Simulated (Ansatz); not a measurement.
**BeGaH (singlet): wave-function methods side by side at scale of all distances = 0.868, cc-pVDZ**

Aim: climb from Hartree-Fock through coupled cluster and multireference methods for BeGaH (singlet) at one geometry and basis, and see what each rung misses.

Method: cc-pVDZ, core rule «outside noble gas», up to 15 orbitals frozen; program: Ansatz 0.2.0, Gaussian basis.

Plan: UHF; CCSD(T) on RHF; CCSD(T) on UHF; BCCD(T) on RHF; CISD; CCSDT(Q) on RHF; CCSDT(Q) on UHF; CASSCF and MRCISD+Q, 2 electrons in 2 orbitals; CASSCF and NEVPT2, 2 electrons in 2 orbitals; CASSCF and MRCISD+Q, 6 electrons in 9 orbitals; CASSCF and NEVPT2, 6 electrons in 9 orbitals; Full CI.

10 further runs of the same task are left out: 7 that didn't finish, 3 set aside as unsound or not needed.

## Step 1: What is computed

The geometry derives from a PBE0/def2-TZVP stationary point (not a proven minimum). All distances are scaled together. No spin-orbit coupling is included. The filled d shell of Ga may be among the frozen orbitals whatever the setting's name suggests; the logs give the count.

3 atoms, charge 0, spin multiplicity 1.

Atoms are counted from 1 here; the program's logs count them from 0.

Bond lengths: Be2–H3 1.180 Å.

## Step 2: UHF

The input, in.yaml:

```yaml
crystal:
  periodic: [false, false, false]
  atoms:
    - {symbol: Ga, position_ang: [0.000000, 0.000000, 1.853628]}
    - {symbol: Be, position_ang: [0.000000, 0.000000, -0.336847]}
    - {symbol: H, position_ang: [0.000000, 0.000000, -1.516781]}
basis:
  gaussian: {orbitals: cc-pVDZ}
magnetization: {spin_polarized: true, initial_magnetization: 0}
hamiltonian: {xc: hf}
output: {orbitals: {seedname: orbitals}}
```

The run is started by

```bash
$ ansatz run in.yaml --threads 1 --pin off --events-out ev --progress --plain --max-ram 2393MiB
```

The runs that follow: CCSD(T) on RHF; CCSD(T) on UHF; BCCD(T) on RHF; CISD; CCSDT(Q) on RHF; CCSDT(Q) on UHF; CASSCF and MRCISD+Q, 2 electrons in 2 orbitals; CASSCF and NEVPT2, 2 electrons in 2 orbitals; CASSCF and MRCISD+Q, 6 electrons in 9 orbitals; CASSCF and NEVPT2, 6 electrons in 9 orbitals; Full CI.

Before running them: what should the planned runs give, taken together? Wanted: FCI from the RHF energy; RMP2 from FCI; UMP2 from FCI; RCCSD from FCI; RCCSD(T) from FCI; UCCSD(T) from FCI; RCCSDT(Q) from FCI; UCCSDT(Q) from FCI; NEVPT2 pair from FCI.

As calculated:

| quantity | value |
| --- | --- |
| FCI from the RHF energy | -3.0797 eV |
| RMP2 from FCI | +926.8 meV |
| UMP2 from FCI | +964.6 meV |
| RCCSD from FCI | +78.2 meV |
| RCCSD(T) from FCI | +22.8 meV |
| UCCSD(T) from FCI | +44.2 meV |
| RCCSDT(Q) from FCI | +1.8 meV |
| UCCSDT(Q) from FCI | +9.0 meV |
| NEVPT2 pair from FCI | +891.8 meV |
| MRCISD+Q pair from FCI | -24.4 meV |
| NEVPT2 valence from FCI | +440.4 meV |
| levels within 1 kcal/mol (43 meV) | RCCSD(T), BCCD(T), RCCSDT, UCCSDT, RCCSDT(Q), UCCSDT(Q), MRCISD+Q pair, MRCISD+Q valence |
| T1 diagnostic | 0.014 |
| effectively unpaired electrons | 0.17 |

**Reading.** RCCSD(T) misses by +22.8 meV, 0.7 % of the correlation energy. CCSD(T) misses by +22.8 meV on the restricted determinant and by +44.2 meV on the unrestricted one; the two need not hold the same state or core. MRCISD+Q pair falls below full CI: the +Q correction isn't variational, and the cores differ from full CI's. One determinant dominates. Of the multireference levels listed MRCISD+Q valence comes nearest in total energy (+8.3 meV), which doesn't show that its space is the better one. These misses are within one basis, not against nature.
